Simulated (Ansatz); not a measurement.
Ta3N:

```xyz
4
Lattice="3.0322 0.0000 0.0000 -1.5161 2.6260 0.0000 0.0000 0.0000 7.5241" Properties=species:S:1:pos:R:3 pbc="T T T"
Ta    1.5161    0.8753    6.2155
Ta    0.0000    1.7507    1.3087
Ta    0.0000    0.0000    3.7621
N     0.0000    0.0000    0.0000
```

The cell comes from a database or a generator and needn't be the stable form of this composition.

Base run:

```yaml
Program: Ansatz 0.2.0
Functional: PBEsol
Potentials_or_basis: all-electron LAPW, scalar-relativistic
Cutoff: 336 eV (chosen from the basis error)
Basis_error_allowed: 0.002 eV/atom
k_mesh: 10 × 10 × 4
Occupations: fermi-dirac, width 0.05 eV
Spin: no spin polarisation
Hubbard_terms: Ta d U = 8 eV
```

Its results: band gap on the k mesh none (metal or under the smearing width); pressure 7.7 GPa; largest force 0.789 eV/Å.

Task: After a change of settings the same cell gave: band gap on the k mesh none (metal or under the smearing width); pressure -4.5 GPa; largest force 0.284 eV/Å. Which change was it?
A. hubbard terms from Ta d U = 8 eV to none
B. hubbard terms from Ta d U = 8 eV to Ta d U = 2 eV
C. hubbard terms from Ta d U = 8 eV to Ta d U = 4 eV

Result: C.

Caveats: U is the effective U less J, on atomic orbitals that reach past the spheres; U without spin polarisation on a metal has little footing.
